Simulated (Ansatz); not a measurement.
# CH8SeSi: the cost of one run

Computed with Ansatz 0.2.0, Gaussian basis. Level: PBE0-D4, def2-SVP first, then def2-TZVP.

152 further runs of the same task are left out: 152 set aside as unsound or not needed.

### Step 1. The system as given

The guess: 11 atoms, charge 0, spin multiplicity 1.

Atoms are counted from 1 here; the program's logs count them from 0.

Bond lengths: Si1–H3 1.468 Å, Si1–H4 1.451 Å, Si1–C5 1.885 Å, C5–H8 1.089 Å, C5–H9 1.088 Å, C5–H10 1.088 Å, Se7–H11 1.416 Å. Angles: H3–Si1–H4 111.8°, H3–Si1–C5 114.5°, H4–Si1–C5 120.0°, Si1–C5–H8 111.5°, Si1–C5–H9 111.0°, Si1–C5–H10 110.5°, H8–C5–H9 108.0°, H8–C5–H10 107.4°, H9–C5–H10 108.3°.

Coordinates:

| atom | x (Å) | y (Å) | z (Å) |
| --- | --- | --- | --- |
| Si1 | -1.0678 | 0.3382 | -0.0753 |
| H2 | -0.6157 | -1.5344 | -0.3694 |
| H3 | -2.4073 | -0.0778 | 0.3572 |
| H4 | -1.1141 | 1.1274 | -1.2920 |
| C5 | 0.0862 | 0.8381 | 1.3291 |
| H6 | 0.0365 | -2.0623 | -0.7487 |
| Se7 | 1.4356 | -0.7724 | -1.6747 |
| H8 | 0.2246 | 0.0250 | 2.0396 |
| H9 | -0.3073 | 1.6956 | 1.8708 |
| H10 | 1.0676 | 1.1005 | 0.9403 |
| H11 | 2.6617 | -0.6781 | -2.3769 |

Distances that are to change: Si1–Se7 3.17 Å, H2–H6 0.92 Å, Si1–H2 1.95 Å, H6–Se7 2.12 Å.

### Step 2. Relaxing the guess with the reacting distances held

The input, hold/in.yaml:

```yaml
crystal:
  periodic: [false, false, false]
  atoms:
    - {symbol: Si, position_ang: [-1.067800, 0.338200, -0.075300]}
    - {symbol: H, position_ang: [-0.615700, -1.534400, -0.369400]}
    - {symbol: H, position_ang: [-2.407300, -0.077800, 0.357200]}
    - {symbol: H, position_ang: [-1.114100, 1.127400, -1.292000]}
    - {symbol: C, position_ang: [0.086200, 0.838100, 1.329100]}
    - {symbol: H, position_ang: [0.036500, -2.062300, -0.748700]}
    - {symbol: Se, position_ang: [1.435600, -0.772400, -1.674700]}
    - {symbol: H, position_ang: [0.224600, 0.025000, 2.039600]}
    - {symbol: H, position_ang: [-0.307300, 1.695600, 1.870800]}
    - {symbol: H, position_ang: [1.067600, 1.100500, 0.940300]}
    - {symbol: H, position_ang: [2.661700, -0.678100, -2.376900]}
basis:
  gaussian: {orbitals: def2-SVP}
hamiltonian: {xc: pbe0, dispersion: d4}
relax: {f_tol: 0.04, max_steps: 150, escape_saddle: false, constraints: [{distance: [0, 6]}, {distance: [1, 5]}, {distance: [0, 1]}, {distance: [5, 6]}]}
```

Command:

```sh
ansatz run in.yaml --threads 4 --pin off --events-out ev --progress --plain --max-ram 9574MiB
```

**Question.** How long does this run take on 4 threads of Arm Neoverse V1, shared host?

About 28 s.
